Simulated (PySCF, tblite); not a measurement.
**C₃H₁₁NOSi₄: geometry, infrared bands and NMR shifts**

Aim: predict the infrared bands and NMR shifts of C₃H₁₁NOSi₄ (`[SiH3][SiH]([SiH3])[SiH2]c1ncco1`).

The runs use tblite 0.8.0 and PySCF 2.14.0, with density-fitted response routines of our own; the level of theory stands in each step. All values are computed, except where a source is named. Atoms are numbered from 0 throughout.

**1. The molecule as given**

20 atoms, charge 0, multiplicity 1; geometry from: force field or distance geometry start.

Bonds of the start (Å): Si0–Si1 2.27, Si1–Si2 2.26, Si1–Si3 2.28, Si3–C4 1.80, C4–N5 1.33, N5–C6 1.38, C6–C7 1.37, C7–O8 1.37, O8–C4 1.38, Si0–H9 1.47, Si0–H10 1.50, Si0–H11 1.48, Si1–H12 1.51, Si2–H13 1.48, Si2–H14 1.50, Si2–H15 1.47, Si3–H16 1.50, Si3–H17 1.50, C6–H18 1.08, C7–H19 1.08.

**2. Geometry optimisation with GFN2-xTB**

What the job is given:

```
{"job": {"kind": "relax", "xc": "GFN2-xTB", "basis": "xTB"}, "charge": 0, "multiplicity": 1}
Si    -1.498200    -1.596000    -1.353300
Si    -1.711200    -0.619500     0.684100
Si    -2.250300     1.548700     0.358300
Si     0.363300    -0.674900     1.631400
C      1.563400     0.006200     0.473200
N      1.398800     1.172200    -0.138400
C      2.513400     1.296400    -0.939500
C      3.316000     0.192200    -0.788500
O      2.718600    -0.651600     0.102800
H     -0.522400    -0.890300    -2.201700
H     -2.820400    -1.594900    -2.054600
H     -1.072000    -3.008100    -1.199300
H     -2.721800    -1.323100     1.560000
H     -2.112700     2.325800     1.613100
H     -3.688200     1.644900    -0.056800
H     -1.458800     2.191300    -0.704400
H      0.354700     0.071200     2.931200
H      0.696400    -2.102000     1.974100
H      2.672100     2.162100    -1.557100
H      4.254100    -0.139900    -1.205500
```

The run is started by

```sh
$ OMP_NUM_THREADS=1 python probes_run.py task.json out
```

The driver reads the jobs from task.json and runs them one after another.

**Question.** This job is followed by: GFN2-xTB harmonic vibrations, gas phase; GIAO PBE0/pcSseg-1 NMR shielding, non-relativistic, gas phase. What will the session give for the following? strongest single infrared mode (GFN2-xTB); zero-point energy (GFN2-xTB); 13C shifts against TMS (PBE0/pcSseg-1); 1H shifts against TMS (PBE0/pcSseg-1, means over atoms taken as alike); 29Si shifts against TMS (PBE0/pcSseg-1, means over atoms taken as alike); 15N shifts against NH3 (PBE0/pcSseg-1); 17O shifts against H2O (PBE0/pcSseg-1).

The runs gave:

| quantity | value |
| --- | --- |
| strongest single infrared mode (GFN2-xTB) | 762 cm⁻¹, 816 km/mol |
| zero-point energy (GFN2-xTB) | 74.8 kcal/mol |
| 13C shifts against TMS (PBE0/pcSseg-1) | 170.4, 149.5, 135.2 ppm |
| 1H shifts against TMS (PBE0/pcSseg-1, means over atoms taken as alike) | 8.03, 7.45, 4.78, 3.74, 3.36 ppm |
| 29Si shifts against TMS (PBE0/pcSseg-1, means over atoms taken as alike) | -77.5, -105.5, -142.3 ppm |
| 15N shifts against NH3 (PBE0/pcSseg-1) | 327.2 ppm |
| 17O shifts against H2O (PBE0/pcSseg-1) | 344.8 ppm |

What this shows: The optimisation took 130 steps and gained 0.470 eV; among the close pairs (by a distance rule), Si3–C4 changed most, from 1.802 to 1.876 Å. The lowest mode is imaginary (42i cm⁻¹), so the xTB geometry is not a minimum. Unscaled tight-binding wavenumbers are off by several per cent, some by more. Its intensities can rank the bands wrongly. At PBE0/pcSseg-1: The widest tensor belongs to N5: span 463 ppm, with a paramagnetic part of -387 ppm. NICS(1)zz of -29 ppm above the planar ring from C4 marks a diatropic (aromatic) ring current.
